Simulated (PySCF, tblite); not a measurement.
# C₄H₃F₃N₂S: a rotation path, then NMR shifts on frames, part 2 of 2

tblite 0.8.0 and PySCF 2.14.0. Atoms count from 0.

## Step 5: Shielding tensors: image 4, PBE0/pcSseg-1

What the job is given:

```
{"job": {"kind": "nmr", "xc": "PBE0", "basis": "pcSseg-1", "pop": false}, "charge": 0, "multiplicity": 1}
F     -1.223500     1.868100    -0.072900
C     -1.658100     0.656800     0.283500
F     -1.487500     0.541100     1.604100
F     -2.988400     0.662000     0.075700
C     -1.001700    -0.467900    -0.496100
C      0.479500    -0.482400    -0.294200
N      1.093600     0.462200     0.446100
C      2.363500     0.238800     0.464800
S      2.785600    -1.164500    -0.451300
N      1.225600    -1.410900    -0.836500
H     -1.433200    -1.416200    -0.167000
H     -1.233700    -0.334600    -1.556000
H      3.074100     0.848000     0.982000
```

Level: GIAO PBE0/pcSseg-1 NMR shielding, non-relativistic, gas phase.

Standard output:

```text
coarse grid: 13216 points
cycle   1  E = -960.4397646396  dE =  2.047e+00  |g| = 9.283e-01  |ddm| = 3.638e+00
cycle   2  E = -960.2767297530  dE =  1.630e-01  |g| = 1.394e+00  |ddm| = 1.304e+00
cycle   3  E = -960.5882005861  dE = -3.115e-01  |g| = 1.179e-01  |ddm| = 8.062e-01
cycle   4  E = -960.5896051646  dE = -1.405e-03  |g| = 8.650e-02  |ddm| = 1.481e-01
cycle   5  E = -960.5912944447  dE = -1.689e-03  |g| = 1.985e-02  |ddm| = 7.937e-02
cycle   6  E = -960.5913726773  dE = -7.823e-05  |g| = 6.071e-03  |ddm| = 1.984e-02
cycle   7  E = -960.5913796523  dE = -6.975e-06  |g| = 2.705e-03  |ddm| = 7.189e-03
final grid: 129496 points
cycle   8  E = -960.6689434895  dE = -5.012e-05  |g| = 7.402e-03  |ddm| = 2.866e-02
cycle   9  E = -960.6689322229  dE =  1.127e-05  |g| = 1.047e-02  |ddm| = 1.282e-02
cycle  10  E = -960.6689550886  dE = -2.287e-05  |g| = 7.427e-04  |ddm| = 8.117e-03
cycle  11  E = -960.6689551595  dE = -7.094e-08  |g| = 5.185e-04  |ddm| = 1.032e-03
cycle  12  E = -960.6689552188  dE = -5.926e-08  |g| = 1.314e-04  |ddm| = 4.948e-04
cycle  13  E = -960.6689552225  dE = -3.736e-09  |g| = 4.947e-05  |ddm| = 1.499e-04
cycle  14  E = -960.6689552230  dE = -4.518e-10  |g| = 1.938e-05  |ddm| = 5.084e-05
converged SCF energy = -960.6689552230

GIAO shielding tensors (ppm)
atom      isotropic    diamagn.    paramagn.     s11        s22        s33       span
  0 F      251.917     474.488    -222.571    168.167    254.922    332.662    164.494
  1 C       52.417     239.855    -187.438     50.927     52.700     53.625      2.698
  2 F      253.299     474.484    -221.185    169.412    254.183    336.302    166.890
  3 F      247.233     469.670    -222.436    160.304    237.327    344.069    183.765
  4 C      145.695     247.028    -101.332    131.119    138.869    167.098     35.979
  5 C       15.857     254.700    -238.843    -54.802     25.469     76.903    131.706
  6 N      -75.634     329.261    -404.896   -341.527   -110.796    225.420    566.947
  7 C        7.028     258.195    -251.167    -93.005      5.404    108.686    201.691
  8 S       60.811    1056.925    -996.113   -172.654    142.834    212.255    384.909
  9 N      -44.760     326.768    -371.528   -263.667    -86.634    216.021    479.688
 10 H       27.726      27.973      -0.248     22.681     28.494     32.003      9.322
 11 H       27.769      27.907      -0.138     22.838     28.416     32.053      9.215
 12 H       22.220      30.152      -7.933     20.112     20.399     26.149      6.037
```

It took 74 s on 1 thread of Intel Xeon at 2.50GHz, shared host; peak memory 0.86 GiB.

This run: δ C7 179.9, C5 171.1, C1 134.5, C4 41.2, H12 9.50, H10 3.99 ppm.

## Step 6: Nuclear shieldings: image 6, PBE0/pcSseg-1

What the job is given:

```
{"job": {"kind": "nmr", "xc": "PBE0", "basis": "pcSseg-1", "pop": false}, "charge": 0, "multiplicity": 1}
F     -1.243000     1.807100    -0.473100
C     -1.666600     0.711300     0.170200
F     -1.463100     0.917100     1.472500
F     -2.999900     0.664300     0.001500
C     -1.009700    -0.554600    -0.353400
C      0.479000    -0.459400    -0.278900
N      1.091700     0.096000     0.786800
C      2.369000     0.062100     0.615100
S      2.800700    -0.678900    -0.886500
N      1.233100    -0.914800    -1.245900
H     -1.366700    -1.391600     0.252300
H     -1.311100    -0.705100    -1.391100
H      3.082200     0.447100     1.312800
```

Method: GIAO PBE0/pcSseg-1 NMR shielding, non-relativistic, gas phase.

Standard output:

```text
coarse grid: 13216 points
cycle   1  E = -960.4409485379  dE =  2.044e+00  |g| = 9.287e-01  |ddm| = 3.596e+00
cycle   2  E = -960.2758213173  dE =  1.651e-01  |g| = 1.398e+00  |ddm| = 1.300e+00
cycle   3  E = -960.5897103399  dE = -3.139e-01  |g| = 1.174e-01  |ddm| = 7.998e-01
cycle   4  E = -960.5911145878  dE = -1.404e-03  |g| = 8.540e-02  |ddm| = 1.461e-01
cycle   5  E = -960.5927537167  dE = -1.639e-03  |g| = 2.005e-02  |ddm| = 7.880e-02
cycle   6  E = -960.5928339881  dE = -8.027e-05  |g| = 6.007e-03  |ddm| = 1.975e-02
cycle   7  E = -960.5928407009  dE = -6.713e-06  |g| = 2.695e-03  |ddm| = 6.997e-03
final grid: 129496 points
cycle   8  E = -960.6704229307  dE = -5.126e-05  |g| = 7.654e-03  |ddm| = 2.781e-02
cycle   9  E = -960.6704104097  dE =  1.252e-05  |g| = 1.097e-02  |ddm| = 1.334e-02
cycle  10  E = -960.6704351428  dE = -2.473e-05  |g| = 9.019e-04  |ddm| = 8.471e-03
cycle  11  E = -960.6704352554  dE = -1.126e-07  |g| = 5.950e-04  |ddm| = 1.170e-03
cycle  12  E = -960.6704353358  dE = -8.037e-08  |g| = 1.300e-04  |ddm| = 5.620e-04
cycle  13  E = -960.6704353393  dE = -3.539e-09  |g| = 5.637e-05  |ddm| = 1.634e-04
cycle  14  E = -960.6704353399  dE = -6.196e-10  |g| = 2.070e-05  |ddm| = 5.977e-05
converged SCF energy = -960.6704353399

GIAO shielding tensors (ppm)
atom      isotropic    diamagn.    paramagn.     s11        s22        s33       span
  0 F      254.658     475.119    -220.461    172.967    252.750    338.257    165.289
  1 C       52.493     240.449    -187.955     49.978     53.319     54.182      4.204
  2 F      247.132     474.243    -227.111    165.512    249.929    325.956    160.444
  3 F      246.535     469.351    -222.815    159.981    237.682    341.943    181.962
  4 C      144.765     246.242    -101.477    129.847    141.389    163.058     33.211
  5 C       15.995     254.570    -238.576    -53.353     23.760     77.577    130.930
  6 N      -74.610     329.016    -403.626   -341.190   -112.824    230.185    571.375
  7 C        6.119     258.503    -252.384    -93.438      4.858    106.937    200.375
  8 S       65.184    1056.926    -991.743   -165.246    140.158    220.639    385.885
  9 N      -47.964     326.989    -374.953   -258.385    -95.225    209.719    468.103
 10 H       27.873      27.734       0.139     24.568     27.037     32.015      7.447
 11 H       27.609      28.429      -0.819     22.370     28.481     31.978      9.608
 12 H       22.186      30.084      -7.899     19.908     20.462     26.188      6.280
```

It took 76 s on 1 thread of Intel Xeon at 2.50GHz, shared host; peak memory 0.87 GiB.

Key values: δ C7 180.8, C5 170.9, C1 134.4, C4 42.2, H12 9.53, H11 4.11 ppm.

## Step 7: Shielding tensors: image 8, PBE0/pcSseg-1

What the job is given:

```
{"job": {"kind": "nmr", "xc": "PBE0", "basis": "pcSseg-1", "pop": false}, "charge": 0, "multiplicity": 1}
F     -1.387000     1.636800    -0.925400
C     -1.693600     0.733600     0.013600
F     -1.382500     1.283400     1.192300
F     -3.029600     0.602800    -0.005500
C     -1.002900    -0.602200    -0.214900
C      0.478300    -0.416700    -0.215800
N      1.171900    -0.386300     0.941800
C      2.420100    -0.184300     0.687700
S      2.720400    -0.035700    -1.009200
N      1.143300    -0.252800    -1.329800
H     -1.295500    -1.271800     0.594700
H     -1.332500    -0.988900    -1.179700
H      3.185300    -0.117200     1.432600
```

Level: GIAO PBE0/pcSseg-1 NMR shielding, non-relativistic, gas phase.

Standard output:

```text
coarse grid: 13216 points
cycle   1  E = -960.4432627344  dE =  2.041e+00  |g| = 9.299e-01  |ddm| = 3.582e+00
cycle   2  E = -960.2739520322  dE =  1.693e-01  |g| = 1.407e+00  |ddm| = 1.274e+00
cycle   3  E = -960.5927281731  dE = -3.188e-01  |g| = 1.170e-01  |ddm| = 7.863e-01
cycle   4  E = -960.5941313543  dE = -1.403e-03  |g| = 8.466e-02  |ddm| = 1.429e-01
cycle   5  E = -960.5957325560  dE = -1.601e-03  |g| = 2.051e-02  |ddm| = 7.829e-02
cycle   6  E = -960.5958173804  dE = -8.482e-05  |g| = 6.038e-03  |ddm| = 1.973e-02
cycle   7  E = -960.5958240341  dE = -6.654e-06  |g| = 2.674e-03  |ddm| = 6.733e-03
final grid: 129496 points
cycle   8  E = -960.6722663667  dE = -4.833e-05  |g| = 7.596e-03  |ddm| = 2.970e-02
cycle   9  E = -960.6722535186  dE =  1.285e-05  |g| = 1.099e-02  |ddm| = 1.318e-02
cycle  10  E = -960.6722784000  dE = -2.488e-05  |g| = 1.096e-03  |ddm| = 8.425e-03
cycle  11  E = -960.6722785933  dE = -1.933e-07  |g| = 6.097e-04  |ddm| = 1.278e-03
cycle  12  E = -960.6722786794  dE = -8.613e-08  |g| = 1.427e-04  |ddm| = 6.143e-04
cycle  13  E = -960.6722786837  dE = -4.281e-09  |g| = 5.977e-05  |ddm| = 1.774e-04
cycle  14  E = -960.6722786844  dE = -7.062e-10  |g| = 2.134e-05  |ddm| = 6.347e-05
converged SCF energy = -960.6722786844

GIAO shielding tensors (ppm)
atom      isotropic    diamagn.    paramagn.     s11        s22        s33       span
  0 F      251.093     474.579    -223.486    168.971    253.920    330.387    161.416
  1 C       52.839     240.465    -187.625     50.579     53.635     54.304      3.725
  2 F      251.138     475.048    -223.910    169.375    254.932    329.107    159.731
  3 F      246.680     469.417    -222.737    160.007    239.629    340.405    180.398
  4 C      144.562     246.271    -101.709    129.436    144.653    159.596     30.160
  5 C       16.419     255.434    -239.016    -52.073     23.406     77.923    129.997
  6 N      -78.166     329.020    -407.185   -336.697   -117.862    220.062    556.758
  7 C        6.127     259.449    -253.322    -93.193      4.034    107.541    200.735
  8 S       58.531    1056.972    -998.442   -166.370    135.066    206.896    373.266
  9 N      -53.253     327.168    -380.420   -268.522   -103.286    212.050    480.573
 10 H       27.646      28.442      -0.796     24.483     26.604     31.850      7.368
 11 H       27.755      28.302      -0.547     23.814     27.593     31.857      8.043
 12 H       22.218      29.965      -7.747     19.813     20.616     26.225      6.411
```

Wall time 79 s (1 thread of Intel Xeon at 2.50GHz, shared host); peak memory 0.87 GiB.

In short: δ C7 180.8, C5 170.5, C1 134.1, C4 42.4, H12 9.50, H10 4.07 ppm.

## Step 8: Run by run: NMR shifts

Shifts (ppm) of some atoms, chosen among heavy atoms and hydrogens apart, with basis size and wall time:

```
  frame   H11   H10     F2     F0     N6     N9   S8  functions  time
image 0  4.12  3.93  -79.8  -80.7  346.6  320.7  446        192  98 s
image 2  3.84  4.10  -82.4  -77.0  343.1  316.8  439        192  77 s
image 4  3.95  3.99  -82.4  -81.0  343.4  312.5  443        192  74 s
image 6  4.11  3.84  -76.2  -83.7  342.3  315.7  439        192  76 s
image 8  3.96  4.07  -80.2  -80.1  345.9  321.0  445        192  79 s
```

## Step 9: What came out

This closing draws on all 2 parts.

```
                                                                  quantity                               value
                                                                   barrier  0.047 eV (1.1 kcal/mol) at image 4
                                                     end to end (GFN2-xTB)                            0.000 eV
                           13C shifts against TMS (PBE0/pcSseg-1, image 0)       180.7, 170.5, 134.1, 42.3 ppm
                            1H shifts against TMS (PBE0/pcSseg-1, image 0)                9.50, 4.12, 3.93 ppm
                         19F shifts against CFCl3 (PBE0/pcSseg-1, image 0)             -75.9, -79.8, -80.7 ppm
                           15N shifts against NH3 (PBE0/pcSseg-1, image 0)                    346.6, 320.7 ppm
                           33S shifts against CS2 (PBE0/pcSseg-1, image 0)                             446 ppm
potential on the surface of density 0.002 e/bohr³, 1st and 99th percentile                  -1.27 V and 1.75 V
                                                  range of the shift of N9                  312.5 to 321.0 ppm
```

What this shows: Along the band the dihedral turns by 172°, and the top (dihedral -3°) lies 1.1 kcal/mol above the start (GFN2-xTB, rough), so at room temperature this motion is fast. The top was not checked by a frequency run. Shifts at one fixed geometry are not the observed spectrum, which averages over the motion. In the first frame run (image 0): The largest span, 554 ppm, is at N6, where the paramagnetic term is -408 ppm. NICS(1)zz of -32 ppm above the planar ring from C5 marks a diatropic (aromatic) ring current. By nearest atom (PBE0/pcSseg-1), the HOMO sits on S8 38 %; C5 22 % and the LUMO on C7 27 %; S8 23 %. In ppm, N9 moves most: its shift spreads over 8.5 ppm, from 312.5 (image 4) to 321.0 (image 8).
